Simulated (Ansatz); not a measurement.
# C2H7BOS: the cost of one run

Method: UHF/STO-3G, in Ansatz 0.2.0.

**1. The structure to begin with**

Bond lengths: B1–O2 1.442 Å, O2–C3 1.438 Å, C3–S4 1.807 Å, S4–C5 1.762 Å, B1–H6 1.195 Å, B1–H7 1.203 Å, C3–H8 1.057 Å, C3–H9 1.096 Å, C5–H10 1.084 Å, C5–H11 1.131 Å, C5–H12 1.100 Å. Angles (14 of 17 angles, heavy atoms first): B1–O2–C3 110.6°, O2–C3–S4 106.4°, C3–S4–C5 99.4°, O2–B1–H6 123.1°, O2–B1–H7 120.7°, O2–C3–H8 109.6°, O2–C3–H9 108.3°, S4–C3–H8 112.3°, S4–C3–H9 110.1°, S4–C5–H10 109.6°, S4–C5–H11 107.1°, S4–C5–H12 110.8°, H6–B1–H7 115.8°, H8–C3–H9 110.0°.

Coordinates:

```xyz
12

B     0.1879    1.5176    1.6790
O     0.0442    0.1910    1.1329
C    -0.9150    0.1864    0.0618
S    -0.9246   -1.4927   -0.6062
C     0.6733   -1.5161   -1.3493
H     0.9364    2.3320    1.2272
H    -0.5389    1.9030    2.5568
H    -1.8615    0.4761    0.4319
H    -0.5796    0.8949   -0.7041
H     0.8446   -2.4816   -1.8106
H     1.4273   -1.3760   -0.5187
H     0.7829   -0.6899   -2.0667
```

**2. Relaxing the start**

Contents of input.yaml:

```yaml
crystal:
  periodic: [false, false, false]
  atoms:
    - { symbol: B, position_ang: [0.1879, 1.5176, 1.679] }
    - { symbol: O, position_ang: [0.0442, 0.191, 1.1329] }
    - { symbol: C, position_ang: [-0.915, 0.1864, 0.0618] }
    - { symbol: S, position_ang: [-0.9246, -1.4927, -0.6062] }
    - { symbol: C, position_ang: [0.6733, -1.5161, -1.3493] }
    - { symbol: H, position_ang: [0.9364, 2.332, 1.2272] }
    - { symbol: H, position_ang: [-0.5389, 1.903, 2.5568] }
    - { symbol: H, position_ang: [-1.8615, 0.4761, 0.4319] }
    - { symbol: H, position_ang: [-0.5796, 0.8949, -0.7041] }
    - { symbol: H, position_ang: [0.8446, -2.4816, -1.8106] }
    - { symbol: H, position_ang: [1.4273, -1.376, -0.5187] }
    - { symbol: H, position_ang: [0.7829, -0.6899, -2.0667] }
magnetization:
  spin_polarized: true
basis:
  gaussian: { orbitals: STO-3G }
hamiltonian:
  xc: hf
relax:
  f_tol: 0.02
  max_steps: 40
```

Run with:

```bash
$ ansatz run input.yaml --threads 1 --pin off --max-ram 2048MiB --backend cpu --events-out ev --progress --plain --runs-dir out
```

**Question.** How long does this run take on 1 thread of Arm Neoverse V1, shared host, and how much memory does it need?

About 28 s, with a peak of 0.13 GiB.
